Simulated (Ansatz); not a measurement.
# CH6BFOSSi: the cost of one run

Program: Ansatz 0.2.0, Gaussian basis. Level of theory: RKS PBE-D4/def2-SVP. These are calculated values, not measurements.

Levels to be run: relaxation at PBE-D4/def2-SVP; relaxation at PBE0-D4/def2-TZVP.

1 further run of the same task is left out (set aside as unsound or not needed).

## 1. The starting structure

SMILES `BO[Si](C)(F)S`, 12 atoms, charge 0, spin multiplicity 1.

Atoms are counted from 1 here; the program's logs count them from 0.

Bond lengths: B1–O2 1.465 Å, B1–H7 1.140 Å, B1–H8 1.226 Å, O2–Si3 1.695 Å, Si3–C4 1.905 Å, Si3–F5 1.693 Å, Si3–S6 2.149 Å, C4–H9 1.038 Å, C4–H10 1.127 Å, C4–H11 1.161 Å, S6–H12 1.432 Å. Angles: O2–B1–H7 122.5°, O2–B1–H8 116.2°, H7–B1–H8 120.9°, B1–O2–Si3 104.8°, O2–Si3–C4 113.3°, O2–Si3–F5 111.7°, O2–Si3–S6 110.1°, C4–Si3–F5 106.9°, C4–Si3–S6 107.3°, F5–Si3–S6 107.3°, Si3–C4–H9 112.7°, Si3–C4–H10 106.4°, Si3–C4–H11 106.8°, H9–C4–H10 115.0°, H9–C4–H11 110.8°, H10–C4–H11 104.5°, Si3–S6–H12 92.5°.

As a file:

```xyz
12

B    -1.91900    0.35140    0.99500
O    -1.55380    0.48950   -0.41670
Si    0.14110    0.50390   -0.42590
C     0.91010   -1.17840    0.03170
F     0.76310    1.64210    0.66270
S     0.86480    1.02590   -2.38060
H    -2.13090   -0.66010    1.47690
H    -2.13130    1.39480    1.60310
H     1.94770   -1.16120    0.01940
H     0.43840   -1.94000   -0.65160
H     0.51460   -1.45190    1.08810
H     2.23210    0.92870   -1.96800
```

The start is a force-field geometry with small random shifts, so a cheaper pass at PBE-D4/def2-SVP comes first.

## 2. Geometry optimisation, PBE-D4/def2-SVP (cheap first pass)

Contents of in.yaml:

```yaml
crystal:
  periodic: [false, false, false]
  atoms:
    - {symbol: B, position_ang: [-1.919000, 0.351400, 0.995000]}
    - {symbol: O, position_ang: [-1.553800, 0.489500, -0.416700]}
    - {symbol: Si, position_ang: [0.141100, 0.503900, -0.425900]}
    - {symbol: C, position_ang: [0.910100, -1.178400, 0.031700]}
    - {symbol: F, position_ang: [0.763100, 1.642100, 0.662700]}
    - {symbol: S, position_ang: [0.864800, 1.025900, -2.380600]}
    - {symbol: H, position_ang: [-2.130900, -0.660100, 1.476900]}
    - {symbol: H, position_ang: [-2.131300, 1.394800, 1.603100]}
    - {symbol: H, position_ang: [1.947700, -1.161200, 0.019400]}
    - {symbol: H, position_ang: [0.438400, -1.940000, -0.651600]}
    - {symbol: H, position_ang: [0.514600, -1.451900, 1.088100]}
    - {symbol: H, position_ang: [2.232100, 0.928700, -1.968000]}
basis:
  gaussian: {orbitals: def2-SVP}
hamiltonian: {xc: pbe, dispersion: d4}
relax: {f_tol: 0.03, max_steps: 200}
```

Command:

```bash
ansatz run in.yaml --threads 2 --pin off --events-out ev --progress --plain --max-ram 22528MiB --backend cpu
```

What time and memory should one allow on 2 threads of AMD EPYC 7R13, shared host?

About 51 s, with a peak of 0.28 GiB.
